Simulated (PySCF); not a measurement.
# C2H4FNSi (SMILES C[SiH](F)C#N) at 5 levels

Aim: a comparison of 5 runs (HF/STO-3G, HF/def2-SVP, B3LYP/6-31G*, BP86/def2-SVP, CAM-B3LYP/aug-cc-pVDZ) of C2H4FNSi. The job is set up through a Python script.

Program for the calculation: PySCF 2.14.0.

### 1 The structure to begin with

The species is C2H4FNSi (9 atoms), meant as a singlet with charge 0. SMILES: `C[SiH](F)C#N`. The shape is that of a PBE0-D4/def2-TZVP optimisation.

Bond lengths: C1–Si2 1.841 Å, Si2–F3 1.592 Å, Si2–C4 1.854 Å, C4–N5 1.152 Å, C1–H6 1.092 Å, C1–H7 1.093 Å, C1–H8 1.092 Å, Si2–H9 1.476 Å. Some angles: C1–Si2–F3 111.0°, C1–Si2–C4 109.2°, F3–Si2–C4 106.4°, Si2–C4–N5 177.7°, C1–Si2–H9 114.4°, F3–Si2–H9 108.5°, C4–Si2–H9 107.1°, Si2–C1–H6 110.5°, Si2–C1–H7 110.1°, Si2–C1–H8 110.8°.

### 2 Energy and forces at HF/STO-3G (run 1)

run.py reads:

```python
from pyscf import gto, scf

mol = gto.Mole()
mol.atom = [
    ('C', (-0.717500, -1.017000, -0.140800)),
    ('Si', (0.644100, 0.121300, 0.350100)),
    ('F', (2.026300, -0.332000, -0.296700)),
    ('C', (0.289000, 1.816200, -0.310900)),
    ('N', (0.023600, 2.863900, -0.708600)),
    ('H', (-0.524900, -2.026700, 0.229000)),
    ('H', (-1.665300, -0.671400, 0.279800)),
    ('H', (-0.817900, -1.055800, -1.227400)),
    ('H', (0.831200, 0.255200, 1.808400)),
]
mol.max_memory = 1860
mol.basis = 'sto-3g'
mol.verbose = 4
mol.spin = 0
mol.charge = 0
mol.build()

mf = scf.RHF(mol)
mf.conv_tol = 1e-10
mf.kernel()
if not mf.converged:
    mf = mf.newton().run(mf.mo_coeff, mf.mo_occ)

etot = mf.e_tot
print('E = %.10f Eh' % etot)
grad = mf.nuc_grad_method().kernel()
mf.analyze()
```

The run is started by

```sh
OMP_NUM_THREADS=1 python run.py
```

Output:

```text
PySCF version 2.14.0

[... 81 lines left out ...]
One-electron Energy =                -1125.288646368652053
[... 5 lines left out ...]
MO #1   energy= -68.0895592223688  occ= 2
[... 3 lines left out ...]
MO #5   energy= -10.9938769022286  occ= 2
[... 3 lines left out ...]
MO #9   energy= -4.08728464275337  occ= 2
[... 3 lines left out ...]
MO #13  energy= -0.729956216704496 occ= 2
[... 3 lines left out ...]
MO #17  energy= -0.515077848112841 occ= 2
[... 3 lines left out ...]
MO #21  energy= -0.416793368966865 occ= 2
[... 3 lines left out ...]
MO #25  energy= 0.354454285663699  occ= 0
[... 3 lines left out ...]
MO #29  energy= 0.604294988824807  occ= 0
[... 3 lines left out ...]
MO #33  energy= 1.27002572350991   occ= 0
[... 6 lines left out ...]
pop of  0 C 2pz           1.05465
pop of  1 Si 1s           2.00000
pop of  1 Si 2s           1.99988
pop of  1 Si 3s           1.05218
pop of  1 Si 2px          1.99924
pop of  1 Si 2py          1.99899
pop of  1 Si 2pz          1.99898
pop of  1 Si 3px          0.64768
pop of  1 Si 3py          0.67353
pop of  1 Si 3pz          0.76563
pop of  2 F 1s            1.99996
pop of  2 F 2s            1.88753
pop of  2 F 2px           1.59306
pop of  2 F 2py           1.90730
pop of  2 F 2pz           1.87380
pop of  3 C 1s            1.99992
pop of  3 C 2s            1.18834
pop of  3 C 2px           0.97298
pop of  3 C 2py           1.06143
pop of  3 C 2pz           0.97722
pop of  4 N 1s            1.99990
pop of  4 N 2s            1.62650
pop of  4 N 2px           1.04685
pop of  4 N 2py           1.36893
pop of  4 N 2pz           1.08125
pop of  5 H 1s            0.95670
pop of  6 H 1s            0.95517
pop of  7 H 1s            0.95405
pop of  8 H 1s            1.13736
 ** Mulliken atomic charges  **
charge of    0C =     -0.27565
charge of    1Si =      0.86389
charge of    2F =     -0.26165
charge of    3C =     -0.19988
charge of    4N =     -0.12343
charge of    5H =      0.04330
charge of    6H =      0.04483
charge of    7H =      0.04595
charge of    8H =     -0.13736
Dipole moment(X, Y, Z, Debye): -0.47644, -3.01403,  1.50712
```

It took 2 s on 1 thread of Intel Xeon at 2.70GHz, shared host; peak memory 0.12 GiB.

### 3 Energy and forces at HF/def2-SVP (run 2)

start.xyz reads:

```xyz
9
C2H4FNSi
C     -0.717500    -1.017000    -0.140800
Si     0.644100     0.121300     0.350100
F      2.026300    -0.332000    -0.296700
C      0.289000     1.816200    -0.310900
N      0.023600     2.863900    -0.708600
H     -0.524900    -2.026700     0.229000
H     -1.665300    -0.671400     0.279800
H     -0.817900    -1.055800    -1.227400
H      0.831200     0.255200     1.808400
```

input.py reads:

```python
# C[SiH](F)C#N
from pyscf import gto

mol = gto.M(
    atom='start.xyz',
    charge=0,
    basis='def2-svp',
    max_memory=1860,
    verbose=4,
)

mf = mol.RHF()
mf.conv_tol = 1e-10
mf.kernel()
if not mf.converged:
    mf = mf.newton().run(mf.mo_coeff, mf.mo_occ)

etot = mf.e_tot
print(f'total energy: {etot:.8f} hartree')
grad = mf.nuc_grad_method().kernel()
mf.analyze()
```

The run is started by

```sh
OMP_NUM_THREADS=1 python input.py
```

Output:

```text
PySCF version 2.14.0

[... 83 lines left out ...]
Total Energy =                        -520.687799200318864
[... 10 lines left out ...]
MO #4   energy= -11.2650036416099  occ= 2
[... 8 lines left out ...]
MO #13  energy= -0.809895890314534 occ= 2
[... 8 lines left out ...]
MO #22  energy= -0.490365116839428 occ= 2
[... 8 lines left out ...]
MO #31  energy= 0.272991059144256  occ= 0
[... 8 lines left out ...]
MO #40  energy= 0.68199681628426   occ= 0
[... 8 lines left out ...]
MO #49  energy= 0.89631522792798   occ= 0
[... 8 lines left out ...]
MO #58  energy= 1.4338922966909    occ= 0
[... 8 lines left out ...]
MO #67  energy= 1.89326087611383   occ= 0
[... 8 lines left out ...]
MO #76  energy= 2.25923909830304   occ= 0
[... 8 lines left out ...]
MO #85  energy= 3.22401690144312   occ= 0
[... 8 lines left out ...]
MO #94  energy= 3.95225488859754   occ= 0
[... 67 lines left out ...]
pop of  4 N 2pz           1.09212
pop of  4 N 3px           0.00035
pop of  4 N 3py           0.00301
pop of  4 N 3pz           0.00055
pop of  4 N 3dxy          0.00347
pop of  4 N 3dyz          0.00434
pop of  4 N 3dz^2         0.00192
pop of  4 N 3dxz          0.00065
pop of  4 N 3dx2-y2       0.00470
pop of  5 H 1s            0.87879
pop of  5 H 2s            0.00780
pop of  5 H 2px           0.00007
pop of  5 H 2py           0.00159
pop of  5 H 2pz           0.00015
pop of  6 H 1s            0.87638
pop of  6 H 2s            0.00768
pop of  6 H 2px           0.00151
pop of  6 H 2py           0.00013
pop of  6 H 2pz           0.00020
pop of  7 H 1s            0.87510
pop of  7 H 2s            0.00835
pop of  7 H 2px           0.00010
pop of  7 H 2py           0.00005
pop of  7 H 2pz           0.00163
pop of  8 H 1s            1.13546
pop of  8 H 2s            0.00387
pop of  8 H 2px           0.00033
pop of  8 H 2py           0.00016
pop of  8 H 2pz           0.00558
 ** Mulliken atomic charges  **
charge of    0C =     -0.53717
charge of    1Si =      1.21663
charge of    2F =     -0.52825
charge of    3C =     -0.18215
charge of    4N =     -0.16412
charge of    5H =      0.11161
charge of    6H =      0.11410
charge of    7H =      0.11475
charge of    8H =     -0.14541
Dipole moment(X, Y, Z, Debye): -1.24298, -3.27122,  1.53616
```

Run time: 7.8 s. Hardware: 1 thread of Intel Xeon at 2.70GHz, shared host; peak memory 0.19 GiB.

### 4 Energy and gradient at B3LYP/6-31G(d) (Cartesian functions) (run 3)

run.py reads:

```python
# C[SiH](F)C#N
import pyscf.grad
from pyscf import gto, dft

mol = gto.Mole()
mol.atom = '''
C     -1.355878    -1.921851    -0.266073
Si     1.217173     0.229224     0.661593
F      3.829152    -0.627389    -0.560682
C      0.546131     3.432121    -0.587516
N      0.044598     5.411987    -1.339060
H     -0.991917    -3.829908     0.432747
H     -3.146961    -1.268762     0.528745
H     -1.545607    -1.995173    -2.319450
H      1.570740     0.482258     3.417381
'''
mol.max_memory = 1860
mol.cart = True
mol.unit = 'bohr'
mol.verbose = 4
mol.basis = '6-31g*'
mol.charge = 0
mol.build()

ks = dft.RKS(mol, xc='b3lyp')
ks.conv_tol = 1e-10
ks.grids.level = 5
ks.kernel()
if not ks.converged:
    ks = ks.newton().run(ks.mo_coeff, ks.mo_occ)

energy = ks.e_tot
print('E(%s) = %.9f' % ('B3LYP', energy))
grad = ks.Gradients().kernel()
dip = ks.dip_moment()
pop, q = ks.mulliken_pop()
```

The run is started by

```sh
OMP_NUM_THREADS=1 python run.py
```

Output:

```text
PySCF version 2.14.0

[... 80 lines left out ...]
converged SCF energy = -522.770208758384
[... 13 lines left out ...]
Dipole moment(X, Y, Z, Debye): -1.08647, -3.22599,  1.32520
[... 58 lines left out ...]
pop of  3  C 3pz          0.29383
pop of  3  C 3dxx        -0.02041
pop of  3  C 3dxy         0.00766
pop of  3  C 3dxz         0.00154
pop of  3  C 3dyy         0.01323
pop of  3  C 3dyz         0.00835
pop of  3  C 3dzz        -0.01716
pop of  4  N 1s           1.99288
pop of  4  N 2s           0.85353
pop of  4  N 3s           1.06160
pop of  4  N 2px          0.65477
pop of  4  N 2py          0.91839
pop of  4  N 2pz          0.68085
pop of  4  N 3px          0.39125
pop of  4  N 3py          0.38598
pop of  4  N 3pz          0.39170
pop of  4  N 3dxx        -0.01842
pop of  4  N 3dxy         0.01136
pop of  4  N 3dxz         0.00224
pop of  4  N 3dyy        -0.01067
pop of  4  N 3dyz         0.01150
pop of  4  N 3dzz        -0.01749
pop of  5  H 1s           0.51516
pop of  5  H 2s           0.29241
pop of  6  H 1s           0.51490
pop of  6  H 2s           0.29119
pop of  7  H 1s           0.51417
pop of  7  H 2s           0.28577
pop of  8  H 1s           0.51525
pop of  8  H 2s           0.56452
 ** Mulliken atomic charges  **
charge of    0C =     -0.69363
charge of    1Si =      0.78234
charge of    2F =     -0.35384
charge of    3C =      0.06798
charge of    4N =     -0.30947
charge of    5H =      0.19243
charge of    6H =      0.19392
charge of    7H =      0.20006
charge of    8H =     -0.07977
```

It took 37 s on 1 thread of Intel Xeon at 2.70GHz, shared host; peak memory 0.85 GiB.

Run 4 isn't shown in full; the table further down has it.

### 5 Energy and forces at CAM-B3LYP/aug-cc-pVDZ (run 5)

mol.xyz reads:

```xyz
9

C     -0.717500    -1.017000    -0.140800
Si     0.644100     0.121300     0.350100
F      2.026300    -0.332000    -0.296700
C      0.289000     1.816200    -0.310900
N      0.023600     2.863900    -0.708600
H     -0.524900    -2.026700     0.229000
H     -1.665300    -0.671400     0.279800
H     -0.817900    -1.055800    -1.227400
H      0.831200     0.255200     1.808400
```

input.py reads:

```python
import pyscf.grad
from pyscf import gto, dft

mol = gto.Mole()
mol.atom = 'mol.xyz'
mol.spin = 0
mol.verbose = 4
mol.max_memory = 1860
mol.charge = 0
mol.basis = 'aug-cc-pvdz'
mol.build()

myscf = dft.RKS(mol)
myscf.xc = 'cam-b3lyp'
myscf.grids.level = 5
myscf.conv_tol = 1e-10
myscf.kernel()
if not myscf.converged:
    myscf = myscf.newton().run(myscf.mo_coeff, myscf.mo_occ)

e_tot = myscf.e_tot
print('E = %.10f Eh' % e_tot)
grad = myscf.Gradients().kernel()
myscf.analyze()
```

The run is started by

```sh
OMP_NUM_THREADS=1 python input.py
```

Output:

```text
PySCF version 2.14.0

[... 102 lines left out ...]
MO #1   energy= -66.3041155512789  occ= 2
[... 13 lines left out ...]
MO #15  energy= -0.554930579268695 occ= 2
[... 13 lines left out ...]
MO #29  energy= 0.0379314968028497 occ= 0
[... 13 lines left out ...]
MO #43  energy= 0.159689079137576  occ= 0
[... 13 lines left out ...]
MO #57  energy= 0.329611379231767  occ= 0
[... 13 lines left out ...]
MO #71  energy= 0.476037703645066  occ= 0
[... 13 lines left out ...]
MO #85  energy= 0.691296635223853  occ= 0
[... 13 lines left out ...]
MO #99  energy= 0.957312237795472  occ= 0
[... 13 lines left out ...]
MO #113 energy= 1.4214846361587    occ= 0
[... 13 lines left out ...]
MO #127 energy= 1.82931905230718   occ= 0
[... 13 lines left out ...]
MO #141 energy= 2.38923576642939   occ= 0
[... 13 lines left out ...]
MO #155 energy= 4.71742220056608   occ= 0
[... 128 lines left out ...]
pop of  5 H 3py           0.00006
pop of  5 H 3pz           0.00043
pop of  6 H 1s            0.85162
pop of  6 H 2s            0.00341
pop of  6 H 3s            0.00130
pop of  6 H 2px           0.00155
pop of  6 H 2py           0.00016
pop of  6 H 2pz           0.00021
pop of  6 H 3px           0.00014
pop of  6 H 3py           0.00050
pop of  6 H 3pz           0.00040
pop of  7 H 1s            0.85261
pop of  7 H 2s            0.00370
pop of  7 H 3s            0.00150
pop of  7 H 2px           0.00017
pop of  7 H 2py           0.00012
pop of  7 H 2pz           0.00150
pop of  7 H 3px           0.00055
pop of  7 H 3py           0.00048
pop of  7 H 3pz           0.00008
pop of  8 H 1s            1.09341
pop of  8 H 2s            0.00437
pop of  8 H 3s            0.00099
pop of  8 H 2px           0.00069
pop of  8 H 2py           0.00059
pop of  8 H 2pz           0.00308
pop of  8 H 3px           0.00068
pop of  8 H 3py           0.00075
pop of  8 H 3pz           0.00129
 ** Mulliken atomic charges  **
charge of    0C =     -0.59566
charge of    1Si =      1.12094
charge of    2F =     -0.50946
charge of    3C =     -0.15787
charge of    4N =     -0.16900
charge of    5H =      0.13689
charge of    6H =      0.14070
charge of    7H =      0.13931
charge of    8H =     -0.10585
Dipole moment(X, Y, Z, Debye): -1.16066, -3.40386,  1.48520
```

Wall time 2.8 min (1 thread of Intel Xeon at 2.70GHz, shared host); peak memory 1.9 GiB.

### 6 The series

```
run                               level  Cartesian functions  integration grid  energy (Eh)  dipole moment (D)  HOMO energy (eV)  LUMO energy (eV)  wall time
  1                           HF/STO-3G                   no                 –  -514.560644               3.40            -10.65              9.28        2 s
  2                         HF/def2-SVP                   no                 –  -520.687799               3.82            -12.94              3.02      7.8 s
  3  B3LYP/6-31G* (Cartesian functions)                  yes                 5  -522.770209               3.65             -9.22             -0.82       37 s
  4                       BP86/def2-SVP                   no                 5  -522.513109               3.54             -8.30             -1.77       30 s
  5               CAM-B3LYP/aug-cc-pVDZ                   no                 5  -522.702781               3.89            -11.12             -0.04    2.8 min
```

### 7 Results

| quantity | value |
| --- | --- |
| run 5: total energy | -522.70278 Eh |
| run 5: dipole moment | 3.89 D |
| run 5: HOMO energy | -11.12 eV |
| run 5: LUMO energy | -0.04 eV |
| run 5: HOMO–LUMO gap | 11.08 eV |
| run 5: largest force on an atom | 1.570 eV/Å |

In words: The dipole moment (its size) runs from 3.40 D (HF/STO-3G) to 3.89 D (CAM-B3LYP/aug-cc-pVDZ). The two ends differ in method and basis. The HOMO–LUMO gap runs from 6.53 eV (BP86/def2-SVP) to 19.93 eV (HF/STO-3G). Totals of different functionals can't be ranked against each other. In run 1 the basis is minimal, so the values are rough. All runs together took 4.1 min, the longest 2.8 min.
